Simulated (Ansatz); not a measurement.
Born–Oppenheimer molecular dynamics of a periodic cell of 25 atoms, Li5Fe2P2C2O14 (host Li5Fe2P2C2O14, host structure Pm). It starts from an unrelaxed structure (largest force component 1.63 eV/Å).

All numbers below come from DFT LDA, scalar-relativistic, plane waves, PAW (Ansatz). Settings: accuracy low, cutoff 420 eV, k mesh 2x2x2, fermi-dirac smearing 0.002 eV, spin collinear.

| Property | Result |
| --- | --- |
| ensemble | NVT, Langevin thermostat |
| time step | 1.5 fs |
| steps asked | 60 |
| set temperature | 900 K |
| friction | 0.005 /fs |
| seed | 402502 |

Frames 3 fs apart, positions in Å, forces in eV/Å.

Velocities at 60 fs (Å/ps):

```
Li -8.63 1.23 -0.29
Li -1.24 -5.53 -2.37
Li 1.69 0.34 -1.95
Li -2.10 3.30 11.13
Li -4.70 -5.32 -11.35
Fe 0.48 1.59 1.60
Fe 1.67 -0.07 3.28
P -3.80 -0.75 -3.44
P -0.89 -3.45 -4.92
C 2.99 -8.22 0.54
C -6.11 -9.02 1.68
O -2.71 3.05 1.69
O 10.89 0.91 10.34
O -2.73 -5.44 1.58
O 1.99 1.11 -1.19
O 5.88 -7.69 2.52
O 6.42 12.39 4.47
O 6.38 4.46 -7.31
O -3.45 -1.46 -23.81
O 4.92 -6.73 3.17
O 7.95 -9.41 -0.88
O -3.11 7.27 -5.78
O 0.28 -1.03 -5.71
O -2.80 9.75 6.37
O 1.58 1.08 -4.85
```

```xyz
25
Lattice="5.0974 0.0000 0.0000 0.0000 6.5614 0.0000 -0.7098 0.0000 8.4894" Properties=species:S:1:pos:R:3:forces:R:3 time_fs=60 energy_less_start_eV=1.468 T=606
Li 4.165 1.663 1.930 -0.39 0.07 -0.10
Li 3.741 4.425 2.478 -0.34 -0.07 -0.41
Li 0.369 5.358 5.782 1.20 0.00 0.52
Li 1.087 1.855 6.397 0.13 -0.65 1.19
Li 3.408 0.277 7.787 -0.35 -0.13 -0.23
Fe 0.872 0.100 2.793 -0.10 0.06 0.23
Fe 3.417 3.093 5.641 0.81 0.27 0.72
P 1.006 3.335 3.775 0.54 -3.24 -0.45
P 3.292 -0.009 4.775 -3.50 1.48 0.49
C 1.547 0.043 0.411 0.77 -0.03 -3.24
C 3.178 3.197 8.129 -2.30 -0.85 -0.58
O 0.305 0.077 0.724 -0.72 0.20 1.62
O 3.578 3.111 0.833 0.10 0.26 2.61
O 2.462 -0.082 1.293 -1.04 0.16 0.24
O 0.674 2.113 2.831 0.42 0.16 0.56
O 0.426 4.528 3.056 -0.18 0.97 0.40
O 3.845 0.235 3.352 0.98 -0.13 1.65
O 2.580 3.442 3.939 -1.10 0.07 -0.34
O 1.669 -0.073 4.505 1.77 -0.17 0.97
O 0.425 2.941 5.203 -0.23 2.01 -2.16
O 3.728 5.307 5.507 0.39 -1.07 -0.03
O 3.403 1.073 5.968 0.30 -0.16 -2.24
O 2.200 3.172 7.252 -0.27 0.41 -1.11
O 1.111 0.125 7.629 0.53 0.02 0.90
O 4.306 3.151 7.640 2.57 0.34 -1.18
25
Lattice="5.0974 0.0000 0.0000 0.0000 6.5614 0.0000 -0.7098 0.0000 8.4894" Properties=species:S:1:pos:R:3:forces:R:3 time_fs=63 energy_less_start_eV=1.276 T=680
Li 4.141 1.667 1.930 -0.24 -0.03 -0.01
Li 3.736 4.412 2.468 -0.27 -0.08 -0.36
Li 0.384 5.362 5.781 1.16 -0.06 0.45
Li 1.083 1.859 6.436 0.00 -0.51 1.04
Li 3.393 0.257 7.748 -0.22 -0.10 -0.09
Fe 0.874 0.106 2.799 -0.52 0.15 -0.72
Fe 3.422 3.093 5.651 0.92 0.40 0.13
P 0.997 3.329 3.764 1.74 -3.92 0.55
P 3.280 -0.016 4.761 -2.71 1.02 0.96
C 1.556 0.017 0.400 -0.75 0.75 -1.53
C 3.150 3.167 8.130 0.04 -0.19 -0.32
O 0.292 0.086 0.731 0.13 -0.11 1.21
O 3.608 3.115 0.870 -0.06 0.18 0.52
O 2.450 -0.095 1.301 -0.75 -0.09 0.21
O 0.682 2.115 2.829 0.27 -0.11 0.33
O 0.446 4.510 3.060 -0.96 2.05 -0.21
O 3.867 0.275 3.368 0.86 -0.40 1.45
O 2.592 3.454 3.918 -1.42 -0.11 -0.07
O 1.663 -0.078 4.438 2.38 -0.38 2.19
O 0.436 2.929 5.209 -0.16 2.01 -2.36
O 3.751 5.277 5.502 -0.34 0.41 -0.57
O 3.394 1.094 5.944 0.05 -0.97 -2.21
O 2.200 3.173 7.231 -0.34 0.20 -0.02
O 1.107 0.153 7.650 0.91 -0.24 -0.35
O 4.317 3.154 7.619 0.27 0.14 -0.23
25
Lattice="5.0974 0.0000 0.0000 0.0000 6.5614 0.0000 -0.7098 0.0000 8.4894" Properties=species:S:1:pos:R:3:forces:R:3 time_fs=66 energy_less_start_eV=1.352 T=651
Li 4.113 1.675 1.931 -0.10 -0.19 0.13
Li 3.729 4.401 2.446 -0.19 -0.05 -0.24
Li 0.415 5.364 5.789 0.92 -0.16 0.28
Li 1.081 1.852 6.484 -0.20 -0.24 0.74
Li 3.372 0.233 7.706 -0.08 -0.08 0.05
Fe 0.874 0.112 2.803 -1.02 0.12 -1.67
Fe 3.430 3.093 5.662 1.10 0.60 -0.51
P 0.991 3.316 3.751 2.32 -3.54 1.12
P 3.262 -0.014 4.750 -1.63 0.28 1.11
C 1.561 -0.003 0.377 -1.86 1.15 1.46
C 3.119 3.133 8.131 2.09 0.71 0.29
O 0.282 0.091 0.748 0.73 -0.36 0.46
O 3.635 3.122 0.912 -0.28 0.01 -1.81
O 2.431 -0.108 1.312 -0.58 -0.25 -0.20
O 0.687 2.114 2.829 0.11 -0.46 0.00
O 0.464 4.504 3.062 -1.40 2.42 -0.51
O 3.892 0.314 3.394 0.77 -0.53 1.06
O 2.593 3.464 3.900 -1.39 -0.32 0.20
O 1.671 -0.091 4.381 2.67 -0.50 3.27
O 0.442 2.931 5.208 -0.08 1.74 -2.22
O 3.773 5.250 5.489 -0.84 1.56 -0.82
O 3.388 1.107 5.908 -0.20 -1.37 -1.74
O 2.199 3.178 7.207 -0.43 -0.05 1.07
O 1.109 0.177 7.669 1.26 -0.28 -2.14
O 4.333 3.153 7.599 -1.68 -0.21 0.63
25
Lattice="5.0974 0.0000 0.0000 0.0000 6.5614 0.0000 -0.7098 0.0000 8.4894" Properties=species:S:1:pos:R:3:forces:R:3 time_fs=69 energy_less_start_eV=1.426 T=659
Li 4.092 1.679 1.934 -0.02 -0.33 0.29
Li 3.722 4.390 2.418 -0.12 0.02 -0.06
Li 0.452 5.359 5.808 0.65 -0.23 0.13
Li 1.075 1.842 6.541 -0.38 0.02 0.39
Li 3.342 0.213 7.670 -0.01 -0.07 0.09
Fe 0.871 0.117 2.803 -1.42 -0.05 -2.07
Fe 3.441 3.094 5.667 1.12 0.72 -0.92
P 0.992 3.295 3.741 2.21 -1.71 1.00
P 3.238 -0.015 4.736 -0.29 -0.31 1.29
C 1.553 -0.015 0.368 -2.09 1.33 2.64
C 3.102 3.104 8.141 2.70 1.49 0.05
O 0.277 0.091 0.766 0.69 -0.42 -0.23
O 3.657 3.129 0.946 -0.49 -0.20 -3.24
O 2.405 -0.122 1.320 -0.18 -0.33 -0.32
O 0.694 2.111 2.829 -0.06 -0.92 -0.45
O 0.473 4.512 3.058 -1.29 1.62 -0.27
O 3.920 0.352 3.429 0.75 -0.58 0.37
O 2.585 3.471 3.884 -1.11 -0.50 0.37
O 1.694 -0.108 4.341 2.33 -0.60 3.71
O 0.447 2.944 5.196 -0.09 1.31 -1.74
O 3.795 5.231 5.472 -1.17 2.16 -0.84
O 3.377 1.110 5.862 -0.37 -1.31 -1.01
O 2.191 3.180 7.188 -0.05 -0.25 2.19
O 1.120 0.196 7.676 1.19 -0.34 -2.57
O 4.337 3.151 7.580 -2.50 -0.52 1.20
25
Lattice="5.0974 0.0000 0.0000 0.0000 6.5614 0.0000 -0.7098 0.0000 8.4894" Properties=species:S:1:pos:R:3:forces:R:3 time_fs=72 energy_less_start_eV=1.311 T=656
Li 4.080 1.680 1.942 0.00 -0.40 0.42
Li 3.715 4.379 2.390 -0.05 0.09 0.14
Li 0.495 5.346 5.837 0.35 -0.24 0.00
Li 1.067 1.840 6.601 -0.50 0.18 0.11
Li 3.308 0.190 7.641 0.00 -0.05 0.05
Fe 0.867 0.122 2.798 -1.60 -0.33 -1.72
Fe 3.455 3.095 5.671 0.96 0.76 -1.16
P 0.999 3.271 3.735 1.77 0.71 0.55
P 3.214 -0.017 4.725 1.38 -0.85 1.31
C 1.531 -0.015 0.380 -1.36 1.44 1.02
C 3.102 3.090 8.151 2.42 1.80 -0.47
O 0.273 0.086 0.779 0.22 -0.28 -0.70
O 3.676 3.131 0.962 -0.57 -0.34 -3.71
O 2.374 -0.141 1.324 0.35 -0.32 -0.07
O 0.705 2.107 2.831 -0.27 -1.53 -1.06
O 0.478 4.528 3.055 -1.01 0.44 0.06
O 3.949 0.384 3.465 0.79 -0.57 -0.40
O 2.572 3.473 3.867 -0.57 -0.62 0.55
O 1.725 -0.130 4.316 1.14 -0.67 3.38
O 0.447 2.964 5.174 -0.20 0.82 -0.95
O 3.809 5.223 5.451 -1.27 2.25 -0.68
O 3.366 1.102 5.812 -0.45 -0.72 0.01
O 2.179 3.180 7.181 0.41 -0.31 2.78
O 1.139 0.210 7.667 0.52 -0.64 -0.94
O 4.329 3.143 7.565 -2.46 -0.64 1.48
25
Lattice="5.0974 0.0000 0.0000 0.0000 6.5614 0.0000 -0.7098 0.0000 8.4894" Properties=species:S:1:pos:R:3:forces:R:3 time_fs=75 energy_less_start_eV=1.206 T=667
Li 4.075 1.675 1.950 -0.03 -0.37 0.48
Li 3.712 4.368 2.364 0.01 0.13 0.30
Li 0.537 5.329 5.862 0.12 -0.21 -0.11
Li 1.060 1.840 6.661 -0.56 0.27 -0.09
Li 3.269 0.162 7.613 -0.02 -0.03 -0.02
Fe 0.860 0.125 2.790 -1.51 -0.63 -0.84
Fe 3.469 3.100 5.673 0.69 0.74 -1.29
P 1.010 3.248 3.733 1.14 2.57 -0.13
P 3.194 -0.016 4.718 3.48 -1.38 1.22
C 1.502 -0.009 0.399 -0.28 1.29 -1.07
C 3.121 3.092 8.152 1.18 1.64 -0.54
O 0.265 0.082 0.786 -0.42 -0.04 -1.00
O 3.691 3.129 0.960 -0.49 -0.36 -3.51
O 2.342 -0.161 1.326 0.83 -0.25 0.31
O 0.716 2.097 2.834 -0.39 -1.96 -1.52
O 0.478 4.539 3.056 -0.79 -0.38 0.19
O 3.983 0.408 3.503 0.83 -0.53 -1.17
O 2.553 3.470 3.852 0.26 -0.66 0.70
O 1.765 -0.157 4.312 -1.10 -0.78 2.25
O 0.445 2.987 5.148 -0.45 0.36 0.05
O 3.818 5.227 5.424 -1.17 1.92 -0.31
O 3.354 1.094 5.765 -0.43 0.35 1.27
O 2.166 3.182 7.192 0.77 -0.23 2.70
O 1.161 0.210 7.652 -0.27 -0.86 0.80
O 4.305 3.133 7.560 -1.40 -0.59 1.33
25
Lattice="5.0974 0.0000 0.0000 0.0000 6.5614 0.0000 -0.7098 0.0000 8.4894" Properties=species:S:1:pos:R:3:forces:R:3 time_fs=78 energy_less_start_eV=1.278 T=608
Li 4.070 1.668 1.966 -0.08 -0.25 0.42
Li 3.709 4.357 2.342 0.05 0.13 0.36
Li 0.587 5.319 5.879 -0.07 -0.19 -0.20
Li 1.050 1.842 6.718 -0.53 0.36 -0.22
Li 3.236 0.131 7.580 -0.03 0.01 -0.04
Fe 0.850 0.130 2.782 -1.30 -0.92 -0.02
Fe 3.484 3.107 5.671 0.42 0.64 -1.31
P 1.022 3.236 3.730 0.23 3.19 -0.99
P 3.182 -0.020 4.711 5.55 -1.44 1.18
C 1.474 0.005 0.416 0.67 0.76 -2.39
C 3.149 3.112 8.148 -0.98 1.02 -0.12
O 0.249 0.078 0.785 -0.89 0.22 -1.17
O 3.706 3.127 0.942 -0.40 -0.26 -2.56
O 2.312 -0.183 1.329 1.06 -0.09 0.61
O 0.717 2.078 2.833 -0.25 -1.63 -1.46
O 0.472 4.544 3.060 -0.65 -0.79 0.11
O 4.017 0.430 3.536 0.75 -0.58 -1.74
O 2.534 3.469 3.844 1.22 -0.64 0.71
O 1.796 -0.182 4.320 -3.56 -0.98 0.95
O 0.441 3.012 5.121 -0.77 -0.02 1.01
O 3.821 5.238 5.395 -0.90 1.37 0.15
O 3.343 1.091 5.724 -0.37 1.31 2.38
O 2.155 3.186 7.215 0.97 -0.01 2.14
O 1.181 0.204 7.643 -0.89 -0.83 1.78
O 4.277 3.121 7.564 0.76 -0.40 0.43
25
Lattice="5.0974 0.0000 0.0000 0.0000 6.5614 0.0000 -0.7098 0.0000 8.4894" Properties=species:S:1:pos:R:3:forces:R:3 time_fs=81 energy_less_start_eV=1.348 T=588
Li 4.059 1.652 1.987 -0.13 -0.10 0.29
Li 3.708 4.351 2.328 0.07 0.10 0.34
Li 0.638 5.314 5.895 -0.19 -0.18 -0.27
Li 1.030 1.849 6.770 -0.44 0.48 -0.28
Li 3.203 0.105 7.545 0.01 0.07 -0.02
Fe 0.839 0.136 2.777 -1.01 -1.21 0.43
Fe 3.500 3.117 5.668 0.18 0.46 -1.23
P 1.033 3.232 3.724 -0.79 2.91 -1.78
P 3.185 -0.031 4.706 6.01 -0.72 0.95
C 1.453 0.031 0.417 1.28 -0.21 -2.42
C 3.173 3.137 8.148 -3.17 0.36 -0.02
O 0.231 0.075 0.778 -1.04 0.53 -1.34
O 3.721 3.122 0.915 -0.40 -0.11 -0.80
O 2.286 -0.208 1.331 0.98 0.23 0.56
O 0.716 2.054 2.823 0.06 -0.66 -0.97
O 0.460 4.545 3.065 -0.50 -0.99 -0.07
O 4.049 0.450 3.558 0.44 -0.73 -1.92
O 2.523 3.465 3.840 1.97 -0.57 0.66
O 1.808 -0.210 4.332 -4.37 -1.01 0.25
O 0.433 3.039 5.100 -0.89 -0.29 1.58
O 3.821 5.251 5.368 -0.49 0.68 0.67
O 3.331 1.098 5.696 -0.37 1.57 2.80
O 2.148 3.199 7.249 0.94 0.20 1.41
O 1.197 0.195 7.640 -1.27 -0.54 1.99
O 4.256 3.108 7.568 3.12 -0.25 -0.79
25
Lattice="5.0974 0.0000 0.0000 0.0000 6.5614 0.0000 -0.7098 0.0000 8.4894" Properties=species:S:1:pos:R:3:forces:R:3 time_fs=84 energy_less_start_eV=1.183 T=601
Li 4.047 1.632 2.013 -0.18 0.05 0.10
Li 3.712 4.342 2.316 0.07 0.07 0.29
Li 0.683 5.319 5.907 -0.24 -0.21 -0.34
Li 1.012 1.856 6.818 -0.39 0.62 -0.33
Li 3.176 0.087 7.513 0.09 0.14 0.04
Fe 0.828 0.142 2.774 -0.60 -1.50 0.53
Fe 3.514 3.127 5.664 0.11 0.22 -1.06
P 1.041 3.235 3.711 -1.77 2.16 -1.82
P 3.204 -0.048 4.703 4.03 0.66 0.43
C 1.444 0.058 0.401 1.15 -1.28 -1.21
C 3.177 3.165 8.150 -3.12 -0.30 -1.16
O 0.212 0.075 0.761 -0.60 0.77 -1.52
O 3.732 3.117 0.884 -0.48 0.01 1.53
O 2.264 -0.229 1.333 0.63 0.62 0.20
O 0.716 2.029 2.804 0.39 0.51 -0.34
O 0.443 4.538 3.067 -0.36 -1.01 -0.32
O 4.081 0.463 3.572 -0.01 -0.91 -1.80
O 2.521 3.453 3.840 2.35 -0.50 0.53
O 1.799 -0.248 4.346 -2.96 -0.72 0.27
O 0.420 3.070 5.090 -0.64 -0.46 1.36
O 3.817 5.263 5.345 0.11 -0.24 1.28
O 3.316 1.115 5.682 -0.41 1.05 2.49
O 2.146 3.212 7.288 0.62 0.45 0.60
O 1.204 0.183 7.647 -1.28 -0.15 1.48
O 4.255 3.095 7.564 3.47 -0.08 -1.23
```

Of the whole run (90 fs, mean temperature of the second half 623 K): The mean temperature of the second half is 31 % below the set value. A run of 0.09 ps of so small a system gives no equilibrium averages. No Hubbard correction was used and the magnetic state wasn't searched. The smearing is very narrow for this mesh. Limits of this set-up: coarse k mesh, low accuracy level.

Time of the run: 21 min on 2 threads of Intel(R) Xeon(R) 6975P-C (Granite Rapids) (shared host), peak memory 0.99 GiB.
